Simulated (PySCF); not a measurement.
# C7H6ClF: magnetic properties

What do calculations give for the magnetic properties of C7H6ClF (`C#C[C@]1(F)C(Cl)=C1CC`)?

Programs: PySCF 2.14.0, with routines of our own; each step states its level. All values are computed. Atoms count from 0.

## 1. The system as given

15 atoms, charge 0, multiplicity 1; geometry from: GFN2-xTB.

## 2. Magnetic properties: GIAO PBE0/pcSseg-1

What the job is given:

```
{"job": {"kind": "mag", "xc": "PBE0", "basis": "pcSseg-1", "isotopologues": 0}, "charge": 0, "multiplicity": 1}
C      3.199692     1.516084     0.224862
C      2.356340     0.702093     0.475091
C      1.357418    -0.268186     0.792111
F      1.464966    -0.718161     2.106070
C      0.786503    -1.219274    -0.205220
Cl     1.107812    -2.588464    -1.123098
C     -0.024116    -0.267272     0.186048
C     -1.326912     0.409010     0.180180
C     -2.309646    -0.284825    -0.757796
H      3.936119     2.225351    -0.009469
H     -1.178607     1.450046    -0.123416
H     -1.718503     0.421653     1.201794
H     -2.475320    -1.310924    -0.440251
H     -1.917784    -0.297722    -1.771552
H     -3.262375     0.238581    -0.757265
```

Method: GIAO PBE0/pcSseg-1 magnetisability, rotational g tensor and spin-rotation constants, non-relativistic, gas phase.

The run is started by

```bash
> OMP_NUM_THREADS=1 python excited_run.py task.json out
```

The driver reads the jobs from task.json and runs them one after another.

The program printed:

```text
coarse grid: 14032 points
cycle   1  E = -829.4710044283  dE =  1.514e+00  |g| = 6.196e-01  |ddm| = 3.973e+00
cycle   2  E = -829.4082254261  dE =  6.278e-02  |g| = 8.819e-01  |ddm| = 1.833e+00
cycle   3  E = -829.5439118597  dE = -1.357e-01  |g| = 1.488e-01  |ddm| = 1.175e+00
cycle   4  E = -829.5479832672  dE = -4.071e-03  |g| = 7.152e-02  |ddm| = 2.064e-01
cycle   5  E = -829.5491062197  dE = -1.123e-03  |g| = 2.357e-02  |ddm| = 6.182e-02
cycle   6  E = -829.5492219227  dE = -1.157e-04  |g| = 6.700e-03  |ddm| = 2.776e-02
cycle   7  E = -829.5492314087  dE = -9.486e-06  |g| = 2.258e-03  |ddm| = 7.520e-03
final grid: 134040 points
cycle   8  E = -829.6103097137  dE = -4.078e-05  |g| = 7.894e-03  |ddm| = 5.327e-02
cycle   9  E = -829.6102985627  dE =  1.115e-05  |g| = 1.077e-02  |ddm| = 2.129e-02
cycle  10  E = -829.6103232312  dE = -2.467e-05  |g| = 1.789e-03  |ddm| = 1.332e-02
cycle  11  E = -829.6103238596  dE = -6.284e-07  |g| = 4.909e-04  |ddm| = 2.107e-03
cycle  12  E = -829.6103239138  dE = -5.415e-08  |g| = 1.627e-04  |ddm| = 6.294e-04
cycle  13  E = -829.6103239188  dE = -5.047e-09  |g| = 5.151e-05  |ddm| = 1.930e-04
cycle  14  E = -829.6103239193  dE = -5.043e-10  |g| = 2.182e-05  |ddm| = 5.403e-05
converged SCF energy = -829.6103239193

Magnetisability tensor (1e-30 J/T^2)
    -1411.59      -54.16       36.19
      -54.16    -1469.85       85.60
       36.19       85.60    -1538.30
isotropic -1473.25   principal values   -1614.48  -1427.81  -1377.45
isotropic susceptibility -88.721 1e-6 cm^3/mol

Inertial axes            a          b          c
rot. const./GHz      1.4067     1.0610     0.7686
chi total           -85.869    -83.410    -96.885
chi diamagnetic    -910.780  -1211.141  -1618.741
chi paramagnetic    824.911   1127.732   1521.856
quadrupole/D A        2.908      1.875     -4.783
g nuclear            0.5345     0.5531     0.5493
g electronic        -0.5452    -0.5621    -0.5495
g total             -0.0107    -0.0090    -0.0002

Spin-rotation constants (kHz, H = +C I.J)
atom  isotope        aa         bb         cc
  3    19F        1.089      1.540      0.307
  5   35Cl        0.436      0.185      0.113
  9     1H       -0.039     -0.124     -0.049
 10     1H       -0.133     -0.053     -0.030
 11     1H       -0.155     -0.067     -0.007
 12     1H       -0.116     -0.074     -0.034
 13     1H       -0.149     -0.084     -0.010
 14     1H       -0.099     -0.020     -0.085
  0    13C*       0.254      0.327      0.170
  1    13C*       0.192      0.385      0.170
  2    13C*       0.427      0.288      0.071
  4    13C*       0.600      0.343      0.152
  6    13C*       0.685      0.337      0.121
  7    13C*       0.207      0.163      0.103
  8    13C*       0.179      0.142      0.107
* in the singly substituted isotopologue
```

Run time: 47 s. Hardware: 1 thread of Intel Xeon Platinum 8488C, shared host; peak memory 0.84 GiB.

From this job:

```
              quantity                      value
       magnetisability           -1473·10⁻³⁰ J/T²
  molar susceptibility         -88.7·10⁻⁶ cm³/mol
rotational g (a, b, c)  -0.0107, -0.0090, -0.0002
```

## 3. Magnetic properties: GIAO revPBE/6-31++G**

The job, as its differences from that of step 2:

```diff
@@ -1,2 +1,2 @@
-{"job": {"kind": "mag", "xc": "PBE0", "basis": "pcSseg-1", "isotopologues": 0}, "charge": 0, "multiplicity": 1}
+{"job": {"kind": "mag", "xc": "revPBE", "basis": "6-31++G**"}, "charge": 0, "multiplicity": 1}
 C      3.199692     1.516084     0.224862
```

Method: GIAO revPBE/6-31++G** magnetisability, rotational g tensor and spin-rotation constants, non-relativistic, gas phase.

The program printed:

```text
coarse grid: 14032 points
cycle   1  E = -830.0392136423  dE =  1.270e+00  |g| = 6.672e-01  |ddm| = 2.333e+01
cycle   2  E = -829.8628968354  dE =  1.763e-01  |g| = 1.135e+00  |ddm| = 2.485e+01
cycle   3  E = -830.1263634648  dE = -2.635e-01  |g| = 2.813e-01  |ddm| = 1.543e+01
cycle   4  E = -830.1435807476  dE = -1.722e-02  |g| = 1.040e-01  |ddm| = 3.676e+00
cycle   5  E = -830.1458833895  dE = -2.303e-03  |g| = 4.295e-02  |ddm| = 6.938e-01
cycle   6  E = -830.1462641990  dE = -3.808e-04  |g| = 1.675e-02  |ddm| = 2.536e-01
cycle   7  E = -830.1463232919  dE = -5.909e-05  |g| = 6.920e-03  |ddm| = 1.519e-01
cycle   8  E = -830.1463348310  dE = -1.154e-05  |g| = 1.534e-03  |ddm| = 5.433e-02
cycle   9  E = -830.1463353907  dE = -5.597e-07  |g| = 4.237e-04  |ddm| = 2.122e-02
final grid: 134040 points
cycle  10  E = -830.0549506283  dE = -5.334e-05  |g| = 1.375e-02  |ddm| = 1.006e+00
cycle  11  E = -830.0548590357  dE =  9.159e-05  |g| = 2.493e-02  |ddm| = 2.667e-01
cycle  12  E = -830.0549926777  dE = -1.336e-04  |g| = 4.947e-03  |ddm| = 1.834e-01
cycle  13  E = -830.0549975224  dE = -4.845e-06  |g| = 1.705e-03  |ddm| = 4.849e-02
cycle  14  E = -830.0549982353  dE = -7.129e-07  |g| = 4.961e-04  |ddm| = 1.234e-02
cycle  15  E = -830.0549982931  dE = -5.775e-08  |g| = 1.126e-04  |ddm| = 5.950e-03
cycle  16  E = -830.0549982956  dE = -2.479e-09  |g| = 5.226e-05  |ddm| = 1.111e-03
cycle  17  E = -830.0549982962  dE = -6.676e-10  |g| = 1.363e-05  |ddm| = 3.210e-04
converged SCF energy = -830.0549982962

Magnetisability tensor (1e-30 J/T^2)
    -1377.42      -50.76       33.72
      -50.76    -1442.46       82.39
       33.72       82.39    -1517.38
isotropic -1445.76   principal values   -1585.63  -1402.94  -1348.70
isotropic susceptibility -87.065 1e-6 cm^3/mol

Inertial axes            a          b          c
rot. const./GHz      1.4067     1.0610     0.7686
chi total           -84.009    -81.909    -95.278
chi diamagnetic    -911.268  -1211.913  -1619.569
chi paramagnetic    827.260   1130.003   1524.291
quadrupole/D A        2.555      2.003     -4.558
g nuclear            0.5345     0.5531     0.5493
g electronic        -0.5467    -0.5632    -0.5504
g total             -0.0123    -0.0101    -0.0011

Spin-rotation constants (kHz, H = +C I.J)
atom  isotope        aa         bb         cc
  3    19F        1.171      1.548      0.345
  5   35Cl        0.426      0.182      0.108
  9     1H       -0.037     -0.124     -0.048
 10     1H       -0.134     -0.050     -0.029
 11     1H       -0.157     -0.065     -0.006
 12     1H       -0.115     -0.074     -0.034
 13     1H       -0.149     -0.085     -0.009
 14     1H       -0.099     -0.019     -0.086
  0    13C*       0.227      0.277      0.147
  1    13C*       0.180      0.338      0.152
  2    13C*       0.404      0.271      0.072
  4    13C*       0.530      0.316      0.147
  6    13C*       0.599      0.314      0.115
  7    13C*       0.189      0.151      0.098
  8    13C*       0.162      0.131      0.100
* in the singly substituted isotopologue
```

Wall time 63 s (1 thread of Intel Xeon Platinum 8488C, shared host); peak memory 0.68 GiB.

Key values:

```
              quantity                      value
       magnetisability           -1446·10⁻³⁰ J/T²
  molar susceptibility         -87.1·10⁻⁶ cm³/mol
rotational g (a, b, c)  -0.0123, -0.0101, -0.0011
```

## 4. The levels compared

```
                level  ξ (10⁻³⁰ J/T²)     g(a)     g(b)  gap (eV)  functions  time
   GIAO PBE0/pcSseg-1           -1473  -0.0107  -0.0090      7.26        190  47 s
GIAO revPBE/6-31++G**           -1446  -0.0123  -0.0101      5.03        202  63 s
```

## 5. Summary of results

| quantity | value |
| --- | --- |
| magnetisability (step 2, GIAO PBE0/pcSseg-1) | -1473·10⁻³⁰ J/T² |
| molar susceptibility (step 2, GIAO PBE0/pcSseg-1) | -88.7·10⁻⁶ cm³/mol |
| rotational g (a, b, c) (step 2, GIAO PBE0/pcSseg-1) | -0.0107, -0.0090, -0.0002 |
| magnetisability over the levels | -1473 to -1446·10⁻³⁰ J/T² |

**Reading.** The magnetisability spreads by 1.9 % over 2 levels, from GIAO PBE0/pcSseg-1 (47 s) to GIAO revPBE/6-31++G** (63 s); the runs took 47 s to 63 s. Two levels can agree by chance, so this spread shows no convergence. Vibrational averaging and real surroundings are missing from these values.
